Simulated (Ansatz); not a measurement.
Runs of Ansatz 0.2.0 on GaB. Symmetry: P4/mmm, No. 123, tetragonal system. The conventional cell has a = 2.718 Å, b = 2.718 Å, c = 3.236 Å, α = 90.00°, β = 90.00°, γ = 90.00°. Ga (site symmetry 4/mmm) is surrounded by 8 B at 2.51 Å and 4 Ga at 2.72 Å. B (site symmetry 4/mmm) has 8 Ga at 2.51 Å and 4 B at 2.72 Å as nearest neighbours. The cell was built by a generator and needn't be a form met in nature.

```csv
task,level,spin,cell,k mesh,cutoff (eV),points for each segment of the path,gap on the mesh (eV),pressure (GPa),relaxed volume (Å³/atom)
relaxation of cell and atoms,HSE06,off,relaxed,5 × 5 × 4,420,-,none,0.0,(c)
single point,PBE0,"SOC, no magnetisation",as given,4 × 4 × 4,420,-,none,-1.9,-
single point,r2SCAN50,off,as given,5 × 5 × 4,500,-,none,(a),-
single point,HF,off,as given,5 × 5 × 4,420,-,none,4.8,-
relaxation of cell and atoms,HSE03,off,relaxed,5 × 5 × 4,420,-,none,0.0,(b)
single point,PBEsol0,off,as given,5 × 5 × 4,420,-,none,-7.3,-
band structure,HSEsol,off,as given,5 × 5 × 4,420,4,none,-6.9,-
single point,B3LYP,off,as given,5 × 5 × 4,420,-,none,2.1,-
```

Alike in all rows: potentials or basis Ansatz PAW; smearing fermi-dirac 0.05 eV; the mesh is coarse, so values aren't converged.

Problem. Fill in the values left out.

Solution. (a) -7.6; (b) 11.56; (c) 11.52.

Caveats: all runs use coarse meshes; the PAW data sets come from PBE, with cores solved anew for the run's functional, which leaves a small shift of forces and pressure; the thresholds are loose for stress (some runs); the plane-wave basis is chosen anew once the cell has moved, so the energies of steps on either side of that aren't comparable (some runs).

A k mesh can miss the band edges, and rows without SOC leave out spin-orbit coupling on Ga.

A gap of «none» marks a metal or a gap under the smearing width.
